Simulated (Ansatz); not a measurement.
**C₂H₃BCl₃N: one species, many methods**

Aim: compute C₂H₃BCl₃N with functionals from several rungs and with coupled cluster, and see how far each lands from CCSD(T) at the basis-set limit for the atomisation energy.

Computed with Ansatz 0.2.0, Gaussian basis. Level: functionals in def2-TZVPP, the program's frozen cores in correlated methods.

Plan: LDA (SPW92), PBE-D4, revPBE-D4, BLYP-D4, r2SCAN-D4, B97M-V, PBE0-D4, B3LYP-D4, r2SCANh-D4, r2SCAN0-D4, HSE06-D4, BHLYP-D4, CAM-B3LYP-D4, LC-ωPBE, ωB97X-V, ωB97M-V, B2PLYP, PBE-QIDH; CCSD(T)/def2-SVP; CCSD(T)/def2-TZVPP; MP2/def2-QZVPP; extrapolation to the limit; RPA on PBE.

**1. Structure used throughout**

All runs share one geometry, relaxed beforehand with PBE0-D4 in a triple-zeta def2 set.

SMILES `CC#[N+][B-](Cl)(Cl)Cl`, 10 atoms, charge 0, spin multiplicity 1.

Atoms are counted from 1 here; the program's logs count them from 0.

Bond lengths: C1–C2 1.438 Å, C1–H8 1.091 Å, C1–H9 1.091 Å, C1–H10 1.091 Å, C2–N3 1.139 Å, N3–B4 1.579 Å, B4–Cl5 1.823 Å, B4–Cl6 1.823 Å, B4–Cl7 1.823 Å. Angles: C2–C1–H8 109.5°, C2–C1–H9 109.5°, C2–C1–H10 109.5°, H8–C1–H9 109.5°, H8–C1–H10 109.5°, H9–C1–H10 109.5°, C1–C2–N3 180.0°, C2–N3–B4 179.9°, N3–B4–Cl5 105.1°, N3–B4–Cl6 105.0°, N3–B4–Cl7 105.0°, Cl5–B4–Cl6 113.5°, Cl5–B4–Cl7 113.5°, Cl6–B4–Cl7 113.5°.

Geometry (Å):

```
C     0.7613   -1.3758    1.3974
C     0.2456   -0.4355    0.4389
N    -0.1629    0.3090   -0.3200
B    -0.7312    1.3410   -1.3718
Cl    0.5293    2.6538   -1.4755
Cl   -2.3154    1.9076   -0.6700
Cl   -0.9185    0.3890   -2.9151
H     1.2992   -2.1690    0.8754
H     1.4412   -0.8633    2.0801
H    -0.0654   -1.8082    1.9635
```

**2. LDA**

This LDA is Slater exchange with PW92 correlation.

File in.yaml:

```yaml
crystal:
  periodic: [false, false, false]
  atoms:
    - {symbol: C, position_ang: [0.761321, -1.375764, 1.397372]}
    - {symbol: C, position_ang: [0.245577, -0.435468, 0.438925]}
    - {symbol: N, position_ang: [-0.162942, 0.308995, -0.319967]}
    - {symbol: B, position_ang: [-0.731212, 1.341043, -1.371835]}
    - {symbol: Cl, position_ang: [0.529253, 2.653832, -1.475528]}
    - {symbol: Cl, position_ang: [-2.315396, 1.907626, -0.670048]}
    - {symbol: Cl, position_ang: [-0.918514, 0.389044, -2.915092]}
    - {symbol: H, position_ang: [1.299244, -2.169011, 0.875437]}
    - {symbol: H, position_ang: [1.441168, -0.863269, 2.080117]}
    - {symbol: H, position_ang: [-0.065401, -1.808225, 1.963517]}
basis:
  gaussian: {orbitals: def2-TZVPP}
hamiltonian: {xc: lda}
output: {orbitals: {seedname: orbitals}}
```

Started as:

```bash
$ ansatz run in.yaml --threads 4 --pin off --events-out ev --progress --plain --max-ram 11315MiB
```

Further steps of the session: PBE-D4 (GGA); revPBE-D4 (GGA); BLYP-D4 (GGA); r2SCAN-D4 (meta-GGA); B97M-V (meta-GGA); PBE0-D4 (hybrid); B3LYP-D4 (hybrid); r2SCANh-D4 (hybrid); r2SCAN0-D4 (hybrid); HSE06-D4 (hybrid); BHLYP-D4 (hybrid); CAM-B3LYP-D4 (range-separated); LC-ωPBE (range-separated); ωB97X-V (range-separated); ωB97M-V (range-separated); B2PLYP (double hybrid); PBE-QIDH (double hybrid); CCSD(T) in def2-SVP; CCSD(T) in def2-TZVPP; MP2 in def2-QZVPP; RPA on PBE orbitals.

Before running them: what should the planned runs give, taken together? Wanted: atomisation energy, CCSD(T)/CBS; farthest beyond LDA; mean size of error, GGA; mean size of error, meta-GGA; mean size of error, hybrid; mean size of error, range-separated; mean size of error, double hybrid; gap, smallest and largest; T1 diagnostic.

The runs gave:

```
                               quantity                                                 value
        atomisation energy, CCSD(T)/CBS                                         3957.2 kJ/mol
 functionals within 19.8 kJ/mol (0.5 %)  BLYP-D4, B3LYP-D4, r2SCANh-D4, CAM-B3LYP-D4, LC-ωPBE
                    farthest beyond LDA                                PBE-D4 (+170.0 kJ/mol)
                mean size of error, GGA                                           80.9 kJ/mol
           mean size of error, meta-GGA                                           47.2 kJ/mol
             mean size of error, hybrid                                           55.5 kJ/mol
    mean size of error, range-separated                                           19.8 kJ/mol
      mean size of error, double hybrid                                           27.4 kJ/mol
              gap, smallest and largest             3.77 eV (LDA (SPW92)), 11.37 eV (LC-ωPBE)
                          T1 diagnostic                                                0.0108
triples share of the correlation energy                                                 4.5 %
```

What this shows: LDA overbinds by 675.5 kJ/mol (17 %). PBE-D4 misses by +170.0 kJ/mol. Double hybrids carry the basis error of their MP2 part in triple zeta, and no dispersion term here, so their miss is partly the set-up's. By mean error the best rung here is range-separated (19.8 kJ/mol) and the worst beyond LDA is GGA (80.9 kJ/mol). The gap between the best rungs is small, so their order is not settled. Misses under about 19.8 kJ/mol are within the doubt on the reference itself, which lacks core-valence correlation, relativity and higher excitations. Hartree-Fock recovers 72 % of the binding; the rest is correlation. CCSD(T) in def2-SVP is off by -186.9 kJ/mol, more than most functionals: a good method in a small basis is no reference. Orbital gaps span 3.8 to 11.4 eV; exact exchange widens them.
